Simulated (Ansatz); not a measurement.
Run this with Ansatz's Python interface and show what comes out.

The script, `opt_c2h4cl2si.py`:
```python
import ansatz
import numpy as np


def main() -> None:
    geometry_ang = [
        ("C", (-0.1528, 0.8058, 1.3818)),
        ("C", (-0.482, -0.0747, 0.4369)),
        ("Si", (0.4266, -0.4175, -1.0996)),
        ("Cl", (0.9999, -2.3886, -0.9724)),
        ("Cl", (-0.8974, -0.2197, -2.6081)),
        ("H", (0.6552, 1.5328, 1.303)),
        ("H", (-0.8154, 0.9641, 2.2453)),
        ("H", (-1.312, -0.6882, 0.5586)),
        ("H", (1.6664, 0.4397, -1.2626)),
    ]
    c2h4cl2si = ansatz.Crystal.molecule()
    for symbol, xyz in geometry_ang:
        c2h4cl2si = c2h4cl2si.atom(symbol, xyz)

    calc = (
        c2h4cl2si.calculation()
        .basis(gaussian="cc-pVDZ")
        .functional("r2scan")
    )
    symbols = [site.symbol for site in c2h4cl2si.cartesian_sites]
    start = np.array([site.position_ang for site in c2h4cl2si.cartesian_sites], dtype=float)
    def progress(event):
        if event["event"] == "relax_step":
            row = event["data"]
            print(f"step {row['step']:3d}  E = {row['lagrangian_ev']:.6f} eV  largest force component {row['allowed_force_max_ev_ang']:.4f} eV/A")


    r = calc.relax(force_tolerance=0.01).session().plan().execute(on_event=progress).report
    end = np.array(r["positions_ang"])

    print(f"E = {r['free_energy_ev']:.6f} eV = {r['free_energy_ev'] / 27.211386246:.7f} Ha")
    print("converged:", r["converged"], " doubts:", r["published_state_doubts"] or "none")

    print("final positions (A) and the move of each atom")
    for symbol, xyz, old in zip(symbols, end, start):
        print(f"{symbol:2s} {xyz[0]:10.5f} {xyz[1]:10.5f} {xyz[2]:10.5f}   {np.linalg.norm(xyz - old):7.4f}")
    with open("c2h4cl2si_opt.xyz", "w") as handle:
        handle.write(f"{len(symbols)}\nrelaxed C2H4Cl2Si\n")
        handle.writelines(f"{s:2s} {x:11.6f} {y:11.6f} {z:11.6f}\n" for s, (x, y, z) in zip(symbols, end))


if __name__ == "__main__":
    main()
```

`python opt_c2h4cl2si.py` gives:
```text
step   1  E = -35060.708692 eV  largest force component 2.0142 eV/A
step   2  E = -35060.787143 eV  largest force component 1.4233 eV/A
step   3  E = -35060.867667 eV  largest force component 1.1512 eV/A
step   4  E = -35060.875033 eV  largest force component 0.3975 eV/A
step   5  E = -35060.933309 eV  largest force component 0.0838 eV/A
step   6  E = -35060.935165 eV  largest force component 0.0737 eV/A
step   7  E = -35060.934898 eV  largest force component 0.0642 eV/A
step   8  E = -35060.935756 eV  largest force component 0.0217 eV/A
step   9  E = -35060.935861 eV  largest force component 0.0034 eV/A
E = -35060.935870 eV = -1288.4656281 Ha
converged: True  doubts: none
final positions (A) and the move of each atom
C    -0.17897    0.84037    1.35776    0.0496
C    -0.55744   -0.11295    0.49080    0.1003
Si    0.41461   -0.44063   -1.05344    0.0530
Cl    1.10119   -2.40635   -1.06639    0.1393
Cl   -0.79313   -0.18802   -2.73051    0.1639
H     0.71161    1.45675    1.18612    0.1504
H    -0.74073    1.04631    2.27585    0.1152
H    -1.45524   -0.71006    0.69737    0.2006
H     1.58660    0.46829   -1.17465    0.1221
```

File `c2h4cl2si_opt.xyz` afterwards:
```text
9
relaxed C2H4Cl2Si
C    -0.178967    0.840370    1.357759
C    -0.557436   -0.112954    0.490797
Si    0.414609   -0.440626   -1.053441
Cl    1.101192   -2.406353   -1.066387
Cl   -0.793133   -0.188023   -2.730512
H     0.711606    1.456751    1.186117
H    -0.740735    1.046314    2.275849
H    -1.455235   -0.710065    0.697366
H     1.586600    0.468286   -1.174649
```

Reading the output:
- Total energies depend on the basis set; only differences at equal settings carry meaning.
- The end point is the stationary point reached from this start; no frequency run checks that it is a minimum, and the basis set is modest.
- Timing: 84 s on 1 thread of Arm Neoverse V1 (shared host), peak memory 0.25 GiB.

(Lines on the test bed's own set-up are left out of the output.)
